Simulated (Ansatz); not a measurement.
# CH2I− (SMILES [CH2-]I): one structure at several levels

An exercise on one series of results from a longer session: the logs are not shown, and one member is left open.

Method: single points in def2-TZVPPD; program: Ansatz 0.2.0, Gaussian basis.

Correlated methods freeze the cores. Filled d shells of the heavier atoms are correlated. Core potentials replace the inner electrons past krypton, and spin-orbit coupling is left out.

## The system as given

SMILES `[CH2-]I`, 4 atoms, charge -1, spin multiplicity 1.

Atoms are counted from 1 here; the program's logs count them from 0.

Bond lengths: C1–I2 2.278 Å, C1–H3 1.126 Å, C1–H4 1.099 Å. Angles: I2–C1–H3 100.7°, I2–C1–H4 101.3°, H3–C1–H4 102.8°.

Coordinates:

```
C    -0.4893   -0.2675    0.0317
I     0.9411    1.1402    1.1097
H    -0.5779    0.2475   -0.9661
H     0.1711   -1.1168   -0.1915
```

The first run:

The input, run/in.yaml:

```yaml
crystal:
  periodic: [false, false, false]
  atoms:
    - {symbol: C, position_ang: [-0.489300, -0.267500, 0.031700]}
    - {symbol: I, position_ang: [0.941100, 1.140200, 1.109700]}
    - {symbol: H, position_ang: [-0.577900, 0.247500, -0.966100]}
    - {symbol: H, position_ang: [0.171100, -1.116800, -0.191500]}
basis:
  gaussian: {orbitals: "def2-TZVPPD.json"}
total_charge: -1
correlation: {method: ccsd_t}
output: {forces: true}
```

The basis file named in the input lies beside it (Basis Set Exchange, JSON).

The command line of these runs was not kept.

Steps of the session up to this table: CCSD(T)/def2-TZVPPD; PBE0-D4/def2-TZVPPD; wB97M-V/def2-TZVPPD; r2SCAN-D4/def2-TZVPPD; PBE-D4/def2-TZVPPD; BHLYP-D4/def2-TZVPPD; r2SCAN0-D4/def2-TZVPPD.

One table of the session follows, with a row left open; its other results are not shown here.

| method | RMS force component (eV/Å) | angle to CCSD(T) forces (°) |
| --- | --- | --- |
| CCSD(T) | 0.294 | reference |
| PBE0-D4 | 0.300 | 8.4 |
| wB97M-V | 0.315 | 13.4 |
| r2SCAN-D4 | 0.300 | 7.6 |
| PBE-D4 | ? | ? |
| BHLYP-D4 | 0.402 | 36.2 |
| r2SCAN0-D4 | 0.326 | 15.1 |

Q: Estimate the row for PBE-D4 from the others.

As computed: RMS force component (eV/Å): 0.300; angle to CCSD(T) forces (°): 26.3.

To keep in mind: The anion's highest level is positive in at least one run, so there the basis alone may hold the extra electron.
